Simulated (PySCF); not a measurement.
# Co₂Se: relaxation and vibrations of the quintet

Where does quintet Co₂Se go from a linear start, is the end point a minimum, and what are its modes, charges and moments?

Program: PySCF 2.14.0. Level of theory: PBE0, basis Se def2-SVP, Co def2-SVP, no relativity, density fitting. These are calculated values, not measurements.

## 1. Where the work starts

3 atoms, charge 0, spin multiplicity 5.

Bond lengths: Se1–Co2 2.270 Å, Se1–Co3 2.270 Å. Angles: Co2–Se1–Co3 180.0°.

```xyz
3
charge 0 multiplicity 5
Se    0.0000    0.0000    0.0000
Co    0.0000    0.0000    2.2700
Co    0.0000    0.0000   -2.2700
```

## 2. The SCF at the typed geometry

The steps below are one call of a driver around PySCF. For each, scf.py gives the equivalent set-up of the SCF; relaxations use the driver's own optimiser. After this first run the driver tries any further starts and a stability analysis.

The input, scf.py:

```python
from pyscf import gto, scf, dft
mol = gto.M(atom='''
Se     0.000000     0.000000     0.000000
Co     0.000000     0.000000     2.270000
Co     0.000000     0.000000    -2.270000''',
    basis={'Se': 'def2-SVP', 'Co': 'def2-SVP'},
    charge=0, spin=4)
mf = dft.UKS(mol, xc='PBE0')
mf.grids.atom_grid = (50, 194)
aux = {'Se': 'def2-universal-JKFIT', 'Co': 'def2-universal-JKFIT'}
mf = mf.density_fit(auxbasis=aux)
mf.conv_tol = 1e-08
mf.diis_space = 10
mf.max_cycle = 60
mf.init_guess = 'minao'
mf.verbose = 4
mf.kernel()
```

Run with:

```bash
OMP_NUM_THREADS=2 python axn.py task.json out
```

The log of the run:

```text
init E= -5163.17624086698
[... the frontier-level lines of each cycle are left out ...]
cycle= 1 E= -5139.54725566562  delta_E= 23.6  |g|= 3.88  |ddm|= 13.9
cycle= 2 E= -5141.8861411851  delta_E= -2.34  |g|= 4.72  |ddm|= 12.8
cycle= 3 E= -5156.4963223811  delta_E= -14.6  |g|= 4.34  |ddm|= 7.34
cycle= 4 E= -5153.88020196203  delta_E= 2.62  |g|= 4.56  |ddm|= 2.87
cycle= 5 E= -5154.01756116391  delta_E= -0.137  |g|= 4.55  |ddm|= 1.01
cycle= 6 E= -5154.01340645607  delta_E= 0.00415  |g|= 4.55  |ddm|= 0.00125
cycle= 7 E= -5152.98041315027  delta_E= 1.03  |g|= 4.63  |ddm|= 1.22
cycle= 8 E= -5153.16206335525  delta_E= -0.182  |g|= 4.61  |ddm|= 0.185
cycle= 9 E= -5154.27198889297  delta_E= -1.11  |g|= 4.57  |ddm|= 2.78
cycle= 10 E= -5154.34319902494  delta_E= -0.0712  |g|= 4.56  |ddm|= 0.0411
cycle= 11 E= -5155.30305540663  delta_E= -0.96  |g|= 4.53  |ddm|= 0.539
cycle= 12 E= -5103.59437612394  delta_E= 51.7  |g|=  7.2  |ddm|= 19.2
cycle= 13 E= -5158.92079529722  delta_E= -55.3  |g|= 3.87  |ddm|= 19.4
cycle= 14 E= -5162.70603522859  delta_E= -3.79  |g|= 2.57  |ddm|= 1.72
cycle= 15 E= -5165.08580871994  delta_E= -2.38  |g|= 0.837  |ddm|= 1.27
cycle= 16 E= -5165.22577631228  delta_E= -0.14  |g|= 0.855  |ddm|= 1.75
cycle= 17 E= -5165.39174255582  delta_E= -0.166  |g|= 0.502  |ddm|= 0.626
cycle= 18 E= -5164.56615848923  delta_E= 0.826  |g|= 1.46  |ddm|= 0.939
cycle= 19 E= -5165.38703051195  delta_E= -0.821  |g|= 0.696  |ddm|= 1.45
cycle= 20 E= -5165.39562105151  delta_E= -0.00859  |g|= 0.679  |ddm|= 0.0261
cycle= 21 E= -5165.51673612726  delta_E= -0.121  |g|= 0.393  |ddm|= 0.462
cycle= 22 E= -5165.52941746623  delta_E= -0.0127  |g|= 0.349  |ddm|= 0.0629
cycle= 23 E= -5165.55955184021  delta_E= -0.0301  |g|= 0.219  |ddm|= 0.357
cycle= 24 E= -5165.57287572027  delta_E= -0.0133  |g|= 0.122  |ddm|= 0.0998
cycle= 25 E= -5165.57867914414  delta_E= -0.0058  |g|= 0.0365  |ddm|= 0.15
cycle= 26 E= -5165.57983458859  delta_E= -0.00116  |g|= 0.0144  |ddm|= 0.0721
cycle= 27 E= -5165.58008739411  delta_E= -0.000253  |g|= 0.0147  |ddm|= 0.0156
cycle= 28 E= -5165.57901711469  delta_E= 0.00107  |g|= 0.00927  |ddm|= 0.123
cycle= 29 E= -5165.57906789037  delta_E= -5.08e-05  |g|= 0.00131  |ddm|= 0.0156
cycle= 30 E= -5165.5790773372  delta_E= -9.45e-06  |g|= 0.00288  |ddm|= 0.0116
cycle= 31 E= -5165.5790844707  delta_E= -7.13e-06  |g|= 0.00257  |ddm|= 0.00647
cycle= 32 E= -5165.57908949652  delta_E= -5.03e-06  |g|= 0.00192  |ddm|= 0.00328
cycle= 33 E= -5165.57908867927  delta_E= 8.17e-07  |g|= 0.00187  |ddm|= 0.00257
cycle= 34 E= -5165.57909271835  delta_E= -4.04e-06  |g|= 0.00112  |ddm|= 0.0088
cycle= 35 E= -5165.5790986792  delta_E= -5.96e-06  |g|= 0.00117  |ddm|= 0.00801
cycle= 36 E= -5165.579098729  delta_E= -4.98e-08  |g|= 0.00111  |ddm|= 0.000361
cycle= 37 E= -5165.57909695314  delta_E= 1.78e-06  |g|= 0.00089  |ddm|= 0.00258
cycle= 38 E= -5165.57909848534  delta_E= -1.53e-06  |g|= 0.00097  |ddm|= 0.00207
cycle= 39 E= -5165.57909164899  delta_E= 6.84e-06  |g|= 0.00121  |ddm|= 0.0096
cycle= 40 E= -5165.5790808187  delta_E= 1.08e-05  |g|= 0.000875  |ddm|= 0.0188
cycle= 41 E= -5165.57908044937  delta_E= 3.69e-07  |g|= 0.00088  |ddm|= 0.00276
cycle= 42 E= -5165.57908018174  delta_E= 2.68e-07  |g|= 0.00107  |ddm|= 0.00133
cycle= 43 E= -5165.57907559374  delta_E= 4.59e-06  |g|= 0.000677  |ddm|= 0.00942
cycle= 44 E= -5165.57906682253  delta_E= 8.77e-06  |g|= 0.000459  |ddm|= 0.0249
cycle= 45 E= -5165.57906531016  delta_E= 1.51e-06  |g|= 0.000495  |ddm|= 0.00759
cycle= 46 E= -5165.57906612092  delta_E= -8.11e-07  |g|= 0.000547  |ddm|= 0.00241
cycle= 47 E= -5165.57906261415  delta_E= 3.51e-06  |g|= 0.000509  |ddm|= 0.0127
cycle= 48 E= -5165.57906067602  delta_E= 1.94e-06  |g|= 0.000502  |ddm|= 0.0133
cycle= 49 E= -5165.57906079844  delta_E= -1.22e-07  |g|= 0.000766  |ddm|= 0.00637
cycle= 50 E= -5165.5790609274  delta_E= -1.29e-07  |g|= 0.000699  |ddm|= 0.00126
cycle= 51 E= -5165.57906127024  delta_E= -3.43e-07  |g|= 0.00043  |ddm|= 0.00252
cycle= 52 E= -5165.57906054804  delta_E= 7.22e-07  |g|= 0.000479  |ddm|= 0.00597
cycle= 53 E= -5165.57906048699  delta_E= 6.11e-08  |g|= 0.000254  |ddm|= 0.00289
cycle= 54 E= -5165.57906062268  delta_E= -1.36e-07  |g|= 0.000252  |ddm|= 0.00139
cycle= 55 E= -5165.57906069288  delta_E= -7.02e-08  |g|= 0.000156  |ddm|= 0.00505
cycle= 56 E= -5165.57906065724  delta_E= 3.56e-08  |g|= 0.000168  |ddm|= 0.000629
cycle= 57 E= -5165.5790607279  delta_E= -7.07e-08  |g|= 0.00016  |ddm|= 0.00155
cycle= 58 E= -5165.57906060922  delta_E= 1.19e-07  |g|= 0.000148  |ddm|= 0.00195
cycle= 59 E= -5165.57906063984  delta_E= -3.06e-08  |g|= 0.000153  |ddm|= 0.00153
cycle= 60 E= -5165.57906070093  delta_E= -6.11e-08  |g|= 0.000156  |ddm|= 0.000684
SCF not converged.
init E= -5163.17624086698
cycle= 1 E= -5158.68014913058  delta_E=  4.5  |g|= 4.35  |ddm|= 4.47
cycle= 2 E= -5149.81665425849  delta_E= 8.86  |g|= 4.87  |ddm|= 6.33
cycle= 3 E= -5164.83058736203  delta_E=  -15  |g|=  1.2  |ddm|= 4.22
cycle= 4 E= -5165.23516951835  delta_E= -0.405  |g|= 0.817  |ddm|= 1.13
cycle= 5 E= -5165.39181094658  delta_E= -0.157  |g|= 0.452  |ddm|= 0.274
cycle= 6 E= -5165.44977853009  delta_E= -0.058  |g|= 0.262  |ddm|= 0.239
cycle= 7 E= -5165.49341976262  delta_E= -0.0436  |g|= 0.0533  |ddm|= 0.251
cycle= 8 E= -5165.50109129435  delta_E= -0.00767  |g|= 0.0783  |ddm|= 0.145
cycle= 9 E= -5165.50564723976  delta_E= -0.00456  |g|= 0.0709  |ddm|= 0.0966
cycle= 10 E= -5165.51087073783  delta_E= -0.00522  |g|= 0.024  |ddm|= 0.12
cycle= 11 E= -5165.51279020174  delta_E= -0.00192  |g|= 0.0392  |ddm|= 0.0839
cycle= 12 E= -5165.51474952511  delta_E= -0.00196  |g|= 0.0291  |ddm|= 0.0754
cycle= 13 E= -5165.51618653469  delta_E= -0.00144  |g|= 0.0219  |ddm|= 0.064
cycle= 14 E= -5165.51717115753  delta_E= -0.000985  |g|= 0.0186  |ddm|= 0.0478
cycle= 15 E= -5165.5180293664  delta_E= -0.000858  |g|= 0.0179  |ddm|= 0.0435
cycle= 16 E= -5165.51842260254  delta_E= -0.000393  |g|= 0.023  |ddm|= 0.0247
cycle= 17 E= -5165.51861962222  delta_E= -0.000197  |g|= 0.0279  |ddm|= 0.0162
cycle= 18 E= -5165.5187321483  delta_E= -0.000113  |g|= 0.0313  |ddm|= 0.0118
cycle= 19 E= -5165.51911524088  delta_E= -0.000383  |g|= 0.0267  |ddm|= 0.0167
cycle= 20 E= -5165.51935115146  delta_E= -0.000236  |g|= 0.0276  |ddm|= 0.013
cycle= 21 E= -5165.51956325226  delta_E= -0.000212  |g|= 0.0291  |ddm|= 0.0122
cycle= 22 E= -5165.51965552777  delta_E= -9.23e-05  |g|= 0.0299  |ddm|= 0.00682
cycle= 23 E= -5165.51996442638  delta_E= -0.000309  |g|= 0.0307  |ddm|= 0.0164
cycle= 24 E= -5165.5200383068  delta_E= -7.39e-05  |g|= 0.0335  |ddm|= 0.00771
cycle= 25 E= -5165.51986194051  delta_E= 0.000176  |g|= 0.0367  |ddm|= 0.00795
cycle= 26 E= -5165.51951671025  delta_E= 0.000345  |g|= 0.0397  |ddm|= 0.0142
cycle= 27 E= -5165.51926464845  delta_E= 0.000252  |g|= 0.0413  |ddm|= 0.0105
cycle= 28 E= -5165.51903813204  delta_E= 0.000227  |g|= 0.0428  |ddm|= 0.0157
cycle= 29 E= -5165.51912085521  delta_E= -8.27e-05  |g|= 0.0373  |ddm|= 0.00539
cycle= 30 E= -5165.51931021331  delta_E= -0.000189  |g|= 0.0336  |ddm|= 0.00908
cycle= 31 E= -5165.52035727419  delta_E= -0.00105  |g|= 0.0215  |ddm|= 0.0438
cycle= 32 E= -5165.52096934792  delta_E= -0.000612  |g|= 0.0218  |ddm|= 0.0292
cycle= 33 E= -5165.52136081045  delta_E= -0.000391  |g|= 0.024  |ddm|= 0.0197
cycle= 34 E= -5165.52192628085  delta_E= -0.000565  |g|= 0.024  |ddm|= 0.0254
cycle= 35 E= -5165.52070426282  delta_E= 0.00122  |g|= 0.0452  |ddm|= 0.0428
cycle= 36 E= -5165.52166385315  delta_E= -0.00096  |g|= 0.0271  |ddm|= 0.0317
cycle= 37 E= -5165.52206376722  delta_E= -0.0004  |g|= 0.0274  |ddm|= 0.0194
cycle= 38 E= -5165.52219727287  delta_E= -0.000134  |g|= 0.0299  |ddm|= 0.00982
cycle= 39 E= -5165.5221758667  delta_E= 2.14e-05  |g|= 0.033  |ddm|= 0.00561
cycle= 40 E= -5165.52242339357  delta_E= -0.000248  |g|= 0.0323  |ddm|= 0.0138
cycle= 41 E= -5165.52266163779  delta_E= -0.000238  |g|= 0.0304  |ddm|= 0.00998
cycle= 42 E= -5165.52307447577  delta_E= -0.000413  |g|= 0.0294  |ddm|= 0.0177
cycle= 43 E= -5165.52335046144  delta_E= -0.000276  |g|= 0.0313  |ddm|= 0.0134
cycle= 44 E= -5165.52379446781  delta_E= -0.000444  |g|= 0.0325  |ddm|= 0.02
cycle= 45 E= -5165.52316855289  delta_E= 0.000626  |g|= 0.0453  |ddm|= 0.0179
cycle= 46 E= -5165.52281457394  delta_E= 0.000354  |g|= 0.0473  |ddm|= 0.0124
cycle= 47 E= -5165.5222970471  delta_E= 0.000518  |g|= 0.056  |ddm|= 0.0127
cycle= 48 E= -5165.52367875339  delta_E= -0.00138  |g|= 0.0403  |ddm|= 0.0436
cycle= 49 E= -5165.52459243008  delta_E= -0.000914  |g|= 0.0361  |ddm|= 0.0353
cycle= 50 E= -5165.52526728326  delta_E= -0.000675  |g|= 0.0362  |ddm|= 0.0293
cycle= 51 E= -5165.52463200409  delta_E= 0.000635  |g|= 0.0504  |ddm|= 0.0198
cycle= 52 E= -5165.524891959  delta_E= -0.00026  |g|= 0.0479  |ddm|= 0.00993
cycle= 53 E= -5165.52542483484  delta_E= -0.000533  |g|= 0.044  |ddm|= 0.023
cycle= 54 E= -5165.52687732159  delta_E= -0.00145  |g|= 0.0317  |ddm|= 0.0477
cycle= 55 E= -5165.52851109972  delta_E= -0.00163  |g|= 0.0235  |ddm|= 0.0597
cycle= 56 E= -5165.52957433961  delta_E= -0.00106  |g|= 0.0251  |ddm|= 0.0413
cycle= 57 E= -5165.53084027352  delta_E= -0.00127  |g|= 0.0249  |ddm|= 0.0472
cycle= 58 E= -5165.53191392697  delta_E= -0.00107  |g|= 0.0281  |ddm|= 0.0419
cycle= 59 E= -5165.53272576875  delta_E= -0.000812  |g|= 0.0326  |ddm|= 0.0335
cycle= 60 E= -5165.53307119336  delta_E= -0.000345  |g|= 0.0406  |ddm|= 0.0212
cycle= 61 E= -5165.53342073741  delta_E= -0.00035  |g|= 0.0444  |ddm|= 0.0174
cycle= 62 E= -5165.53412870406  delta_E= -0.000708  |g|= 0.0424  |ddm|= 0.0249
cycle= 63 E= -5165.53484454508  delta_E= -0.000716  |g|= 0.0418  |ddm|= 0.0262
cycle= 64 E= -5165.53604713709  delta_E= -0.0012  |g|= 0.0366  |ddm|= 0.0407
cycle= 65 E= -5165.53704156554  delta_E= -0.000994  |g|= 0.0367  |ddm|= 0.036
cycle= 66 E= -5165.53794771869  delta_E= -0.000906  |g|= 0.0374  |ddm|= 0.0336
cycle= 67 E= -5165.53860929974  delta_E= -0.000662  |g|= 0.04  |ddm|= 0.0261
cycle= 68 E= -5165.53860997807  delta_E= -6.78e-07  |g|= 0.0481  |ddm|= 0.0156
cycle= 69 E= -5165.53933727838  delta_E= -0.000727  |g|= 0.0454  |ddm|= 0.0235
cycle= 70 E= -5165.54046900243  delta_E= -0.00113  |g|= 0.0397  |ddm|= 0.0355
cycle= 71 E= -5165.54145870911  delta_E= -0.00099  |g|= 0.0391  |ddm|= 0.0357
cycle= 72 E= -5165.54187773181  delta_E= -0.000419  |g|= 0.045  |ddm|= 0.0326
cycle= 73 E= -5165.542959548  delta_E= -0.00108  |g|= 0.036  |ddm|= 0.0326
cycle= 74 E= -5165.54372960764  delta_E= -0.00077  |g|= 0.0346  |ddm|= 0.0261
cycle= 75 E= -5165.54447325374  delta_E= -0.000744  |g|= 0.0337  |ddm|= 0.0254
cycle= 76 E= -5165.54530409024  delta_E= -0.000831  |g|= 0.0351  |ddm|= 0.033
cycle= 77 E= -5165.54664982548  delta_E= -0.00135  |g|= 0.0295  |ddm|= 0.0468
cycle= 78 E= -5165.54735361825  delta_E= -0.000704  |g|= 0.0291  |ddm|= 0.0313
cycle= 79 E= -5165.54767991841  delta_E= -0.000326  |g|= 0.0305  |ddm|= 0.0225
cycle= 80 E= -5165.5479544773  delta_E= -0.000275  |g|= 0.0318  |ddm|= 0.0148
SCF not converged.
macro= 0  E= -5165.57398332282  delta_E= -0.0260288  |g|= 0.0611364  3 KF 20 JK
macro= 1  E= -5165.5883486388  delta_E= -0.0143653  |g|= 0.0243273  4 KF 18 JK
macro= 2  E= -5165.59971336851  delta_E= -0.0113647  |g|= 0.0548262  4 KF 23 JK
macro= 3  E= -5165.6128104196  delta_E= -0.0130971  |g|= 0.0375251  4 KF 21 JK
macro= 4  E= -5165.6237074988  delta_E= -0.0108971  |g|= 0.0181908  3 KF 12 JK
macro= 5  E= -5165.62796821028  delta_E= -0.00426071  |g|= 0.047162  2 KF 7 JK
macro= 6  E= -5165.63022175653  delta_E= -0.00225355  |g|= 0.0201281  2 KF 7 JK
macro= 7  E= -5165.63182129982  delta_E= -0.00159954  |g|= 0.00225831  5 KF 28 JK
macro= 8  E= -5165.63185830812  delta_E= -3.70083e-05  |g|= 0.000500869  3 KF 24 JK
macro= 9  E= -5165.63186434773  delta_E= -6.03961e-06  |g|= 0.000769034  2 KF 8 JK
macro= 10  E= -5165.63188836008  delta_E= -2.40123e-05  |g|= 0.000343389  4 KF 31 JK
macro= 11  E= -5165.63189015905  delta_E= -1.79897e-06  |g|= 4.78785e-05  3 KF 16 JK
macro= 12  E= -5165.63189015906  delta_E= -1.45519e-11  |g|= 3.87596e-05  1 KF 2 JK
macro X = 13  E=-5165.63189015906  |g|= 3.87596e-05  total 41 KF 231 JK
converged SCF energy = -5165.63189015906  <S^2> = 6.6270135  2S+1 = 5.2448121
```

This step, with its further starts and checks, took 2.7 min on 2 threads, shared host.

The starts that the driver tried:

```tsv
start	energy (Eh)
the minimal-basis guess	-5165.631890
a thermally smeared density	-5165.577525
a smeared PBE density	-5165.625510
```

Where DIIS stalls, the driver goes on with a level shift of 0.3 Eh and then with a second-order solver.

No lower solution of this spin turned up from the other starts or in the test of internal stability.

## 3. Relaxing the quintet from the linear start

The program finds D∞h symmetry in the start, which this walk keeps. The walk stops when the largest gradient is under 0.0003 Eh/bohr and the energy has settled too.

Changes to scf.py since step 2:

```diff
@@ -15 +14,0 @@
-mf.init_guess = 'minao'
```

Steps of the walk:

```tsv
step	energy (Eh)	change (kJ/mol)	largest symmetric gradient (Eh/bohr)
0	-5165.631890	0.00	0.01231
1	-5165.632871	-2.58	0.00706
2	-5165.633305	-3.71	0.00075
3	-5165.633310	-3.73	0.00005
```

The walk took 16 s.

Positions (Å) and forces (eV/Å) along the way:

```
step 0
Se   0.000   0.000   0.000   0.000   0.000   0.000
Co   0.000   0.000   2.270   0.000  -0.007  -0.633
Co   0.000   0.000  -2.270   0.000   0.007   0.633
step 1
Se   0.000   0.000   0.000   0.000   0.000   0.000
Co   0.000   0.000   2.243   0.000  -0.007  -0.363
Co   0.000   0.000  -2.243   0.000   0.007   0.363
step 2
Se   0.000   0.000   0.000   0.000   0.000   0.000
Co   0.000   0.000   2.208   0.000  -0.007   0.039
Co   0.000   0.000  -2.208   0.000   0.007  -0.039
step 3
Se   0.000   0.000   0.000   0.000   0.000   0.000
Co   0.000   0.000   2.211   0.000  -0.007  -0.003
Co   0.000   0.000  -2.211   0.000   0.007   0.003
```

End point (D∞h, 3 steps, 3.7 kJ/mol gained): Se–Co 2.211 Å (×2); Co–Se–Co 180.0°.

## 4. Vibrations and properties at this point

The point was taken to the finer grid, but the Hessian ran out of time, so its nature is unknown.

## 5. Results

```
           quantity  value
        relaxations      1
          converged      1
saddle points found      0
       minima found      0
```

In words: No minimum was confirmed: the time limit cut the work short. No equilibrium property of the molecule follows from this session.
